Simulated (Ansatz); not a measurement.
# WSe3: the cost of one run

Program: Ansatz 0.2.0. Level of theory: DFT PBEsol, scalar-relativistic, plane waves, PAW. These are calculated values, not measurements.

### 1 Starting point

The structure is cubic, space group Pm-3m (No. 221). The conventional cell has a = 4.889 Å, b = 4.889 Å, c = 4.889 Å, α = 90.00°, β = 90.00°, γ = 90.00°. Around W (site symmetry m-3m) lie 6 Se at 2.44 Å. Around Se (site symmetry 4/mmm) lie 2 W at 2.44 Å.

As a file:

```cif
data_structure
_symmetry_space_group_name_H-M 'Pm-3m'
_symmetry_Int_Tables_number 221
_cell_length_a 4.8887
_cell_length_b 4.8887
_cell_length_c 4.8887
_cell_angle_alpha 90.000
_cell_angle_beta 90.000
_cell_angle_gamma 90.000
_cell_volume 116.84
loop_
_atom_site_label
_atom_site_type_symbol
_atom_site_symmetry_multiplicity
_atom_site_Wyckoff_symbol
_atom_site_fract_x
_atom_site_fract_y
_atom_site_fract_z
_atom_site_occupancy
W1 W 1 a 0.00000 0.00000 0.00000 1
Se1 Se 3 d 0.00000 0.00000 0.50000 1
```

This is a trial structure built by rule; it need not be a known or stable form of this composition.

This cell was relaxed beforehand with the same method: volume 29.21 Å³/atom, gap on the mesh none (metal).

It is a trial structure (swap of O by Se in WO3), so another structure or a mixture of phases may lie lower.

### 2 A stricter relaxation, with the smearing for a metal

The response runs start from a cell at rest, found with their own mesh and filling of the bands.

input.yaml reads:

```yaml
crystal:
  lattice:
    - [4.8886940902, 0.0, 0.0]
    - [0.0, 4.8886940902, 0.0]
    - [0.0, 0.0, 4.8886940902]
  atoms:
    - { symbol: W, position: [0.0, 0.0, 0.0] }
    - { symbol: Se, position: [0.0, 0.0, 0.5] }
    - { symbol: Se, position: [0.0, 0.5, 0.0] }
    - { symbol: Se, position: [0.5, 0.0, 0.0] }
basis:
  ecutwfc: 420
kpoints:
  mp_grid: { grid: [10, 10, 10] }
hamiltonian:
  xc: pbesol
scf:
  occupations: { method: fermi_dirac, width: 0.15 }
output:
  forces: true
  stress: true
  eigenvalues: true
relax:
  adjacent_minimum: "off"
  f_tol: 0.001
  max_steps: 60
  cell: { stress_tol: 0.01 }
```

Run with:

```console
> ansatz run input.yaml --threads 2 --pin off --max-ram 6144MiB --backend cpu --events-out ev --progress --plain --runs-dir out
```

Q: Estimate wall time and peak memory on 2 threads of Arm Neoverse V1, shared host.

About 30 s, with a peak of 0.52 GiB.
